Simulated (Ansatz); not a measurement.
# BH₅OSSi: one species, many methods

Aim: compute BH₅OSSi with functionals from several rungs and with coupled cluster, and see how far each lands from CCSD(T) at the basis-set limit for the atomisation energy.

The runs use Ansatz 0.2.0, Gaussian basis; functionals in def2-TZVPP, the program's frozen cores in correlated methods.

Levels to be run: LDA (SPW92), PBE-D4, revPBE-D4, BLYP-D4, r2SCAN-D4, B97M-V, PBE0-D4, B3LYP-D4, r2SCANh-D4, r2SCAN0-D4, HSE06-D4, BHLYP-D4, CAM-B3LYP-D4, LC-ωPBE, ωB97X-V, ωB97M-V, B2PLYP, PBE-QIDH; CCSD(T)/def2-SVP; CCSD(T)/def2-TZVPP; MP2/def2-QZVPP; extrapolation to the limit; RPA on PBE.

### 1 The geometry

All runs share one geometry, relaxed beforehand with PBE0-D4 in a triple-zeta def2 set.

SMILES `BO[SiH2]S`, 9 atoms, charge 0, spin multiplicity 1.

Atoms are counted from 1 here; the program's logs count them from 0.

Bond lengths: B1–O2 1.349 Å, B1–H5 1.204 Å, B1–H6 1.198 Å, O2–Si3 1.655 Å, Si3–S4 2.122 Å, Si3–H7 1.478 Å, Si3–H8 1.481 Å, S4–H9 1.344 Å. Angles: O2–B1–H5 120.0°, O2–B1–H6 118.0°, H5–B1–H6 122.0°, B1–O2–Si3 131.3°, O2–Si3–S4 112.0°, O2–Si3–H7 105.8°, O2–Si3–H8 110.3°, S4–Si3–H7 110.8°, S4–Si3–H8 105.4°, H7–Si3–H8 112.8°, Si3–S4–H9 94.4°.

### 2 LDA

This LDA is Slater exchange with PW92 correlation.

File in.yaml:

```yaml
crystal:
  periodic: [false, false, false]
  atoms:
    - {symbol: B, position_ang: [-0.559157, 1.628196, 0.662607]}
    - {symbol: O, position_ang: [0.288449, 0.812171, 0.001904]}
    - {symbol: Si, position_ang: [0.503661, -0.827346, 0.073670]}
    - {symbol: S, position_ang: [-0.511207, -1.830445, -1.496868]}
    - {symbol: H, position_ang: [-1.296519, 1.178357, 1.500696]}
    - {symbol: H, position_ang: [-0.542821, 2.795125, 0.391991]}
    - {symbol: H, position_ang: [1.962434, -1.045272, -0.019958]}
    - {symbol: H, position_ang: [-0.077632, -1.367657, 1.324584]}
    - {symbol: H, position_ang: [0.321292, -1.389329, -2.455625]}
basis:
  gaussian: {orbitals: def2-TZVPP}
hamiltonian: {xc: lda}
output: {orbitals: {seedname: orbitals}}
```

On the command line:

```console
$ ansatz run in.yaml --threads 2 --pin off --events-out ev --progress --plain --max-ram 4352MiB
```

Further steps of the session: PBE-D4 (GGA); revPBE-D4 (GGA); BLYP-D4 (GGA); r2SCAN-D4 (meta-GGA); B97M-V (meta-GGA); B3LYP-D4 (hybrid); r2SCANh-D4 (hybrid); r2SCAN0-D4 (hybrid); HSE06-D4 (hybrid); BHLYP-D4 (hybrid); CAM-B3LYP-D4 (range-separated); LC-ωPBE (range-separated); ωB97X-V (range-separated); ωB97M-V (range-separated); B2PLYP (double hybrid); PBE-QIDH (double hybrid); CCSD(T) in def2-SVP; CCSD(T) in def2-TZVPP; MP2 in def2-QZVPP; RPA on PBE orbitals.

Before running them: what should the planned runs give, taken together? Wanted: atomisation energy, CCSD(T)/CBS; farthest beyond LDA; mean size of error, GGA; mean size of error, meta-GGA; mean size of error, hybrid; mean size of error, range-separated; mean size of error, double hybrid; gap, smallest and largest; T1 diagnostic.

As calculated:

| quantity | value |
| --- | --- |
| atomisation energy, CCSD(T)/CBS | 3139.4 kJ/mol |
| functionals within 15.7 kJ/mol (0.5 %) | PBE-D4, r2SCAN-D4, B3LYP-D4, r2SCANh-D4, CAM-B3LYP-D4 |
| farthest beyond LDA | BHLYP-D4 (-65.5 kJ/mol) |
| mean size of error, GGA | 29.5 kJ/mol |
| mean size of error, meta-GGA | 15.1 kJ/mol |
| mean size of error, hybrid | 26.9 kJ/mol |
| mean size of error, range-separated | 21.1 kJ/mol |
| mean size of error, double hybrid | 33.7 kJ/mol |
| gap, smallest and largest | 4.74 eV (LDA (SPW92)), 12.19 eV (LC-ωPBE) |
| T1 diagnostic | 0.0129 |
| triples share of the correlation energy | 3.7 % |

The LDA atomisation energy is off by 386.6 kJ/mol (12 %): it overbinds. PBE-D4 misses by +7.6 kJ/mol. Double hybrids carry the basis error of their MP2 part in triple zeta, and no dispersion term here, so their miss is partly the set-up's. By mean error the best rung here is meta-GGA (15.1 kJ/mol) and the worst beyond LDA is double hybrid (33.7 kJ/mol). The gap between the best rungs is small, so their order is not settled. The reference freezes the cores and leaves out relativity and excitations past (T), so misses under about 15.7 kJ/mol can't be ranked. Hartree-Fock recovers 76 % of the binding; the rest is correlation. CCSD(T) in def2-SVP is off by -211.3 kJ/mol, which most functionals beat. The gap grows from 4.7 to 12.2 eV across the functionals, mostly with the share of exact exchange.
